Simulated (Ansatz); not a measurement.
NiMoIrPdW:

```
Ni Mo Pd Ir W
1.0
     2.34460   -1.43138    0.00906
     2.34460    1.43138    0.00906
    -2.20600    0.00000   10.92374
Ni Mo Pd Ir W
1 1 1 1 1
Cartesian
  1.6857 0.0000 3.2343
  -0.5221 0.0000 9.9690
  0.0775 0.0000 5.3638
  3.2778 0.0000 1.1936
  1.6891 0.0000 7.5942
```

The cell was built by a generator and needn't be a form met in nature.

Base run:

| Item | Value |
| --- | --- |
| Program | Ansatz 0.2.0 |
| Functional | BLYP |
| Potentials or basis | Ansatz PAW |
| Cutoff | 420 eV (not typed: the program's choice for these potentials) |
| k mesh | 11 × 11 × 3 |
| Occupations | fermi-dirac, width 0.05 eV |
| Spin | collinear spin, ferromagnetic start |
| Starting moments | [1.0, 1.0, 0.0, 0.6, 0.0] μB |

Its results: band gap on the k mesh none (metal or under the smearing width); pressure 11.1 GPa; net moment 0.00 μB per cell; largest force 0.245 eV/Å.

**Question.** The run is repeated on the same cell with these changes: functional from BLYP to LDA. What comes out?

**Answer.** Band gap on the k mesh none (metal or under the smearing width); pressure -14.5 GPa; net moment 0.00 μB per cell; largest force 0.121 eV/Å.

LDA binds more tightly than BLYP, so the same cell stands under less pressure.

Caveats: spin-orbit coupling is left out, which moves the levels of the heavy elements; the PAW data sets come from PBE, with cores solved anew for the run's functional, which leaves a small shift of forces and pressure; the starting moments weren't kept.
